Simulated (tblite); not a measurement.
# C5H11BO2Si: the cost of one run

Programs: tblite 0.8.0 and PySCF 2.14.0, with density-fitted response routines of our own. Each step states its level of theory. These are calculated values for one molecule in the gas phase, unless marked as measured. Atoms count from 0, in the outputs and in this text.

**1. Starting geometry**

20 atoms, charge 0, multiplicity 1; geometry from: force field or distance geometry start.

Bonds of the start (Å): C0–C1 1.53, C1–Si2 1.86, Si2–C3 1.85, C3–C4 1.32, C4–O5 1.40, O5–B6 1.50, B6–O7 1.52, O7–C8 1.26, C8–C3 1.49, C0–H9 1.12, C0–H10 1.12, C0–H11 1.10, C1–H12 1.09, C1–H13 1.12, Si2–H14 1.47, Si2–H15 1.47, C4–H16 1.09, B6–H17 1.20, B6–H18 1.19, C8–H19 1.09.

**2. Geometry optimisation with GFN2-xTB**

What the job is given:

```
{"job": {"kind": "relax", "xc": "GFN2-xTB", "basis": "xTB"}, "charge": 0, "multiplicity": 1}
C      2.396600    -0.988700     0.565700
C      2.353200     0.435600    -0.001500
Si     0.849700     1.354700     0.602600
C     -0.684800     0.515500    -0.013700
C     -1.126800     0.703400    -1.242600
O     -2.253000     0.017500    -1.726600
B     -3.151500    -0.743300    -0.800700
O     -2.415000    -1.076300     0.483500
C     -1.347000    -0.502900     0.843800
H      2.386700    -0.965600     1.681700
H      1.504000    -1.563100     0.209200
H      3.304700    -1.503800     0.221300
H      2.343000     0.396200    -1.091400
H      3.267900     0.979500     0.338400
H      0.829700     1.411500     2.071000
H      0.873300     2.732000     0.085500
H     -0.607800     1.388200    -1.912700
H     -3.528900    -1.750700    -1.325900
H     -4.094100    -0.062600    -0.526100
H     -0.905200    -0.766400     1.799700
```

On the command line:

```sh
$ OMP_NUM_THREADS=1 python probes_run.py task.json out
```

The driver reads the jobs from task.json and runs them one after another.

**Question.** How long does this first job take on 1 thread of Intel Xeon at 2.50GHz, shared host?

About 2.7 s.
